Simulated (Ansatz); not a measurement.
# C5H15FN2SeTi: how energies converge with the basis set

An exercise on one series of results from a longer session: the logs are not shown, and one member is left open.

The runs use Ansatz 0.2.0, Gaussian basis; one geometry, several basis sets.

The runs, in order: PBE0-D4/def2-SVP; ωB97M-V/def2-SVP; PBE0-D4/def2-QZVPP; ωB97M-V/def2-QZVPP; the functionals' def2-TZVPP values are taken from earlier runs.

## Structure used throughout

An earlier PBE0-D4 in a triple-zeta def2 set relaxation fixed the geometry.

SMILES `C[Se][Ti]([F])([N](C)C)[N](C)C`, 25 atoms, charge 0, spin multiplicity 1.

Atoms are counted from 1 here; the program's logs count them from 0.

Bond lengths: C1–Se2 1.965 Å, C1–H11 1.088 Å, C1–H12 1.089 Å, C1–H13 1.089 Å, Se2–Ti3 2.443 Å, Ti3–F4 1.783 Å, Ti3–N5 1.863 Å, Ti3–N8 1.870 Å, N5–C6 1.446 Å, N5–C7 1.438 Å, C6–H14 1.098 Å, C6–H15 1.094 Å, C6–H16 1.098 Å, C7–H17 1.099 Å, C7–H18 1.091 Å, C7–H19 1.098 Å, N8–C9 1.442 Å, N8–C10 1.443 Å and more. Angles: Se2–C1–H11 110.2°, Se2–C1–H12 110.2°, Se2–C1–H13 107.4°, H11–C1–H12 110.2°, H11–C1–H13 109.4°, H12–C1–H13 109.5°, C1–Se2–Ti3 97.6°, Se2–Ti3–F4 112.1°, Se2–Ti3–N5 99.9°, Se2–Ti3–N8 107.1°, F4–Ti3–N5 114.0°, F4–Ti3–N8 111.1°, N5–Ti3–N8 112.0°, Ti3–N5–C6 115.9°, Ti3–N5–C7 130.5°, C6–N5–C7 113.5°, N5–C6–H14 111.2°, N5–C6–H15 110.9° and more.

The first run:

The input, in.yaml:

```yaml
crystal:
  periodic: [false, false, false]
  atoms:
    - {symbol: C, position_ang: [-1.124218, -2.262522, -2.328642]}
    - {symbol: Se, position_ang: [-0.347501, -0.459529, -2.419637]}
    - {symbol: Ti, position_ang: [-0.732028, 0.174727, -0.092260]}
    - {symbol: F, position_ang: [-2.462536, 0.132230, 0.336912]}
    - {symbol: N, position_ang: [0.004536, 1.885972, -0.101138]}
    - {symbol: C, position_ang: [-0.861314, 2.943784, -0.572130]}
    - {symbol: C, position_ang: [1.320522, 2.339031, 0.259675]}
    - {symbol: N, position_ang: [0.255526, -1.006439, 0.969071]}
    - {symbol: C, position_ang: [1.637335, -1.332036, 0.718372]}
    - {symbol: C, position_ang: [-0.307136, -1.714565, 2.094003]}
    - {symbol: H, position_ang: [-2.181949, -2.204019, -2.079453]}
    - {symbol: H, position_ang: [-0.596480, -2.861375, -1.588526]}
    - {symbol: H, position_ang: [-1.009391, -2.716592, -3.311635]}
    - {symbol: H, position_ang: [-1.000566, 3.715314, 0.196585]}
    - {symbol: H, position_ang: [-1.848088, 2.552121, -0.836185]}
    - {symbol: H, position_ang: [-0.445303, 3.423031, -1.467622]}
    - {symbol: H, position_ang: [1.274340, 3.087918, 1.062094]}
    - {symbol: H, position_ang: [1.934017, 1.508018, 0.609828]}
    - {symbol: H, position_ang: [1.827226, 2.801539, -0.597928]}
    - {symbol: H, position_ang: [1.764708, -2.412546, 0.564062]}
    - {symbol: H, position_ang: [2.277146, -1.038876, 1.562660]}
    - {symbol: H, position_ang: [1.996213, -0.828949, -0.181751]}
    - {symbol: H, position_ang: [-1.357962, -1.451612, 2.231684]}
    - {symbol: H, position_ang: [-0.244635, -2.801895, 1.949312]}
    - {symbol: H, position_ang: [0.227537, -1.472720, 3.022630]}
basis:
  gaussian: {orbitals: def2-SVP}
hamiltonian: {xc: pbe0, dispersion: d4}
output: {orbitals: {seedname: orbitals}}
```

Among the steps run: PBE0-D4 in def2-SVP; ωB97M-V in def2-SVP; PBE0-D4 in def2-QZVPP; ωB97M-V in def2-QZVPP.

One table of the session follows, with a row left open; its other results are not shown here.

It belongs to the step «Functionals by basis». 

| functional | basis | HOMO (eV) |
| --- | --- | --- |
| PBE0-D4 | def2-SVP | -5.91 |
| PBE0-D4 | def2-TZVPP | -6.05 |
| PBE0-D4 | def2-QZVPP | -6.06 |
| ωB97M-V | def2-SVP | -8.02 |
| ωB97M-V | def2-TZVPP | -8.17 |
| ωB97M-V | def2-QZVPP | ? |

Estimate the missing values for ωB97M-V, def2-QZVPP.

**Answer.** HOMO (eV): -8.18. In the column «HOMO (eV)» it is the lowest.
